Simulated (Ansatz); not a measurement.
# MoSeS: the cost of one run

Program: Ansatz 0.2.0. Level of theory: DFT PBEsol, scalar-relativistic, plane waves, PAW. These are calculated values, not measurements.

6 further runs of the same task are left out: 2 that didn't finish, 4 set aside as unsound or not needed.

### Step 1. The structure to begin with

The structure is hexagonal, space group P-6m2 (No. 187). The conventional cell has a = 3.211 Å, b = 3.211 Å, c = 12.414 Å, α = 90.00°, β = 90.00°, γ = 120.00°. Around Mo (site symmetry -6m2) lie 6 S at 2.41 Å. Around Mo (site symmetry -6m2) lie 6 Se at 2.51 Å. Se (site symmetry 3m) has 3 Mo at 2.51 Å as nearest neighbours. Around S (site symmetry 3m) lie 3 Mo at 2.41 Å.

Coordinates:

```xyz
6
Lattice="3.2106 0.0000 0.0000 -1.6053 2.7804 0.0000 0.0000 0.0000 12.4143" Properties=species:S:1:pos:R:3 pbc="T T T"
Mo    0.0000    1.8536    0.6327
Mo    1.6053    0.9268    6.8391
Se    0.0000    1.8536    8.5374
Se    0.0000    1.8536    5.1407
S     1.6053    0.9268   -0.9134
S     1.6053    0.9268    2.1788
```

It goes back to an entry of the Materials Project, which need not be the stable form.

This cell was relaxed beforehand with the same method: volume 18.47 Å³/atom, gap on the mesh 0.66 eV.

### Step 2. The cell under PBEsol

input.yaml reads:

```yaml
crystal:
  lattice:
    - [3.2105507242, 0.0, 0.0]
    - [-1.6052753621, 2.7804184873, 0.0]
    - [0.0, 0.0, 12.4143191337]
  atoms:
    - { symbol: Mo, position: [0.3333333333, 0.6666666667, 0.0509662368] }
    - { symbol: Mo, position: [0.6666666667, 0.3333333333, 0.5509015453] }
    - { symbol: Se, position: [0.3333333333, 0.6666666667, 0.6877063513] }
    - { symbol: Se, position: [0.3333333333, 0.6666666667, 0.4140975851] }
    - { symbol: S, position: [0.6666666667, 0.3333333333, -0.0735764724] }
    - { symbol: S, position: [0.6666666667, 0.3333333333, 0.1755087539] }
basis:
  ecutwfc: 420
kpoints:
  mp_grid: { grid: [12, 12, 4] }
hamiltonian:
  xc: pbesol
scf:
  occupations: { method: gaussian, width: 0.02 }
output:
  forces: true
  stress: true
  eigenvalues: true
  write_density: true
  write_potential: true
  elf: true
  volumetric_format: npy
relax:
  adjacent_minimum: "off"
  f_tol: 0.005
  max_steps: 50
  cell: { stress_tol: 0.05 }
```

Launch:

```bash
$ ansatz run input.yaml --threads 2 --pin off --max-ram 5120MiB --backend cpu --events-out ev --progress --plain --runs-dir out
```

What time and memory should one allow on 2 threads of Arm Neoverse V2, shared host?

About 2 min, with a peak of 0.56 GiB.
